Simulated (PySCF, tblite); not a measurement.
# C₅H₁₂Ge₂O: geometry, infrared bands and NMR shifts

What infrared bands and NMR shifts should C₅H₁₂Ge₂O (`[GeH3][CH2][Ge@H]1[CH2]C=CC[O]1`) show?

Computed with tblite 0.8.0 and PySCF 2.14.0, with density-fitted response routines of our own, on a single molecule in the gas phase. Atoms count from 0, in the outputs and in this text.

### Step 1. Starting geometry

20 atoms, charge 0, multiplicity 1; geometry from: force field or distance geometry start.

Bonds of the start (Å): Ge0–C1 1.95, C1–Ge2 1.95, Ge2–C3 1.95, C3–C4 1.52, C4–C5 1.34, C5–C6 1.51, C6–O7 1.41, O7–Ge2 1.80, Ge0–H8 1.55, Ge0–H9 1.55, Ge0–H10 1.54, C1–H11 1.10, C1–H12 1.11, Ge2–H13 1.55, C3–H14 1.11, C3–H15 1.09, C4–H16 1.09, C5–H17 1.09, C6–H18 1.11, C6–H19 1.11.

### Step 2. Geometry optimisation with GFN2-xTB

What the job is given:

```
{"job": {"kind": "relax", "xc": "GFN2-xTB", "basis": "xTB"}, "charge": 0, "multiplicity": 1}
Ge    -2.140000    -0.080000     1.418500
C     -2.067300    -0.714300    -0.424600
Ge    -0.215300    -0.652300    -1.044400
C      0.430700     1.192300    -1.004400
C      1.206000     1.385200     0.282900
C      1.976100     0.418900     0.793600
C      2.087900    -0.939200     0.143000
O      0.839700    -1.582200     0.079000
H     -3.598400    -0.201700     1.940700
H     -1.707300     1.405300     1.472600
H     -1.206000    -0.928900     2.304100
H     -2.704100    -0.084400    -1.058700
H     -2.429900    -1.765000    -0.445100
H     -0.125500    -1.216600    -2.489200
H     -0.422000     1.904900    -1.046100
H      1.100600     1.350200    -1.851500
H      1.126900     2.340700     0.797100
H      2.518500     0.604200     1.719700
H      2.763000    -1.567700     0.768700
H      2.561300    -0.858700    -0.854100
```

Command:

```
$ OMP_NUM_THREADS=1 python probes_run.py task.json out
```

This one command runs all jobs of the session in turn.

**Question.** This job is followed by: GFN2-xTB harmonic vibrations, gas phase; GIAO PBE0/pcSseg-1 NMR shielding, non-relativistic, gas phase. What will the session give for the following? strongest single infrared mode (GFN2-xTB); zero-point energy (GFN2-xTB); ¹³C shifts against TMS (PBE0/pcSseg-1); ¹H shifts against TMS (PBE0/pcSseg-1, means over atoms taken as alike); ⁷³Ge shifts against GeMe4 (PBE0/pcSseg-1); ¹⁷O shifts against H2O (PBE0/pcSseg-1).

As calculated:

| quantity | value |
| --- | --- |
| strongest single infrared mode (GFN2-xTB) | 1783 cm⁻¹, 617 km/mol |
| zero-point energy (GFN2-xTB) | 90.9 kcal/mol |
| ¹³C shifts against TMS (PBE0/pcSseg-1) | 143.7, 135.2, 66.6, 16.6, -3.2 ppm |
| ¹H shifts against TMS (PBE0/pcSseg-1, means over atoms taken as alike) | 6.41, 6.35, 5.79, 4.77, 4.61, 3.56, 1.96, 1.83, 0.39, -0.13 ppm |
| ⁷³Ge shifts against GeMe4 (PBE0/pcSseg-1) | 17, -229 ppm |
| ¹⁷O shifts against H2O (PBE0/pcSseg-1) | 17.9 ppm |

**Reading.** Over 82 steps the energy fell by 0.309 eV; of the close pairs, Ge0–H9 changed most, 1.548 to 1.496 Å. No mode is imaginary among the 54: a minimum at this level. The strongest single mode, at 1783 cm⁻¹, moves mainly H13. Unscaled tight-binding wavenumbers are off by several per cent, some by more. Its intensities can rank the bands wrongly. At PBE0/pcSseg-1: Shielding is most anisotropic at Ge2 (span 253 ppm, paramagnetic term -1443 ppm). Spin-orbit coupling is left out, which matters for shieldings and couplings at and beside the heavy atoms.
